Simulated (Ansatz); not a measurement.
# CH3ClF2MoOS: up Jacob's ladder to CCSD(T)

One table from this session's results is given with a row withheld; the runs are named, their logs left out.

Program: Ansatz 0.2.0, Gaussian basis. Level of theory: functionals in def2-TZVPP, the program's frozen cores in correlated methods. These are calculated values, not measurements.

The runs, in order: LDA (SPW92), PBE-D4, revPBE-D4, BLYP-D4, r2SCAN-D4, B97M-V, PBE0-D4, B3LYP-D4, r2SCANh-D4, r2SCAN0-D4, HSE06-D4, BHLYP-D4, CAM-B3LYP-D4, LC-ωPBE, ωB97X-V, ωB97M-V, B2PLYP, PBE-QIDH; CCSD(T)/def2-SVP; MP2/def2-TZVPP; MP2/def2-QZVPP; RPA on PBE.

### The relaxed structure

An earlier PBE0-D4 in a triple-zeta def2 set relaxation fixed the geometry. Mo takes the def2 core potential; no spin-orbit term is included.

SMILES `C[O][Mo]([F])([F])(=[S])[Cl]`, 10 atoms, charge 0, spin multiplicity 1.

Atoms are counted from 1 here; the program's logs count them from 0.

Bond lengths: C1–O2 1.397 Å, C1–H8 1.096 Å, C1–H9 1.091 Å, C1–H10 1.094 Å, O2–Mo3 1.822 Å, Mo3–F4 1.855 Å, Mo3–F5 1.845 Å, Mo3–S6 2.073 Å, Mo3–Cl7 2.300 Å. Angles: O2–C1–H8 108.6°, O2–C1–H9 108.6°, O2–C1–H10 110.3°, H8–C1–H9 109.9°, H8–C1–H10 109.6°, H9–C1–H10 109.8°, C1–O2–Mo3 140.5°, O2–Mo3–F4 89.1°, O2–Mo3–F5 152.0°, O2–Mo3–S6 103.8°, O2–Mo3–Cl7 86.3°, F4–Mo3–F5 83.9°, F4–Mo3–S6 108.7°, F4–Mo3–Cl7 144.3°, F5–Mo3–S6 104.1°, F5–Mo3–Cl7 83.8°, S6–Mo3–Cl7 106.8°.

As a file:

```
C     0.4400   -1.6741    0.0853
O    -0.1920   -0.5049    0.5140
Mo   -0.4467    1.2248    0.0016
F    -1.9719    0.6992   -0.9148
F    -0.3967    2.5756   -1.2547
S    -1.0191    2.1800    1.7498
Cl    1.8459    1.3698   -0.1139
H     1.4987   -1.4544   -0.0946
H     0.3452   -2.4289    0.8679
H    -0.0204   -2.0384   -0.8375
```

Set-up of the first run:

in.yaml reads:

```yaml
crystal:
  periodic: [false, false, false]
  atoms:
    - {symbol: C, position_ang: [0.440022, -1.674098, 0.085275]}
    - {symbol: O, position_ang: [-0.192013, -0.504855, 0.513998]}
    - {symbol: Mo, position_ang: [-0.446703, 1.224781, 0.001557]}
    - {symbol: F, position_ang: [-1.971912, 0.699211, -0.914816]}
    - {symbol: F, position_ang: [-0.396710, 2.575631, -1.254659]}
    - {symbol: S, position_ang: [-1.019123, 2.180026, 1.749845]}
    - {symbol: Cl, position_ang: [1.845875, 1.369793, -0.113923]}
    - {symbol: H, position_ang: [1.498679, -1.454378, -0.094646]}
    - {symbol: H, position_ang: [0.345247, -2.428905, 0.867865]}
    - {symbol: H, position_ang: [-0.020362, -2.038404, -0.837495]}
basis:
  gaussian: {orbitals: def2-TZVPP}
hamiltonian: {xc: lda}
output: {orbitals: {seedname: orbitals}}
```

Launch:

```
$ ansatz run in.yaml --threads 4 --pin off --events-out ev --progress --plain --max-ram 11315MiB
```

Steps of the session up to this table: LDA; PBE-D4 (GGA); revPBE-D4 (GGA); BLYP-D4 (GGA); r2SCAN-D4 (meta-GGA); B97M-V (meta-GGA); B3LYP-D4 (hybrid); r2SCANh-D4 (hybrid); r2SCAN0-D4 (hybrid); HSE06-D4 (hybrid); BHLYP-D4 (hybrid); CAM-B3LYP-D4 (range-separated); LC-ωPBE (range-separated); ωB97X-V (range-separated); ωB97M-V (range-separated); B2PLYP (double hybrid); PBE-QIDH (double hybrid).

One table of the session follows, with a row left open; its other results are not shown here.

It belongs to the step «Frontier levels by functional». 

```
  functional  HOMO (eV)  LUMO (eV)  gap (eV)
 LDA (SPW92)      -7.41      -4.64      2.77
      PBE-D4      -7.25      -4.44      2.81
   revPBE-D4      -7.19      -4.37      2.82
     BLYP-D4      -7.10      -4.33      2.77
   r2SCAN-D4      -7.59      -4.51      3.08
      B97M-V      -7.67      -4.53      3.14
     PBE0-D4          ?          ?         ?
    B3LYP-D4      -8.34      -3.98      4.36
  r2SCANh-D4      -8.08      -4.24      3.84
  r2SCAN0-D4      -8.82      -3.82      5.00
    HSE06-D4      -8.20      -4.17      4.03
    BHLYP-D4      -9.79      -2.93      6.87
CAM-B3LYP-D4      -9.90      -2.72      7.18
     LC-ωPBE     -11.21      -1.63      9.58
     ωB97X-V     -10.88      -1.68      9.20
     ωB97M-V     -10.75      -1.66      9.09
```

Q: Estimate the row for PBE0-D4 from the others.

As computed: HOMO (eV): -8.59; LUMO (eV): -3.79; gap (eV): 4.80. In the column «HOMO (eV)» it lies between r2SCAN0-D4 (-8.82) and B3LYP-D4 (-8.34).
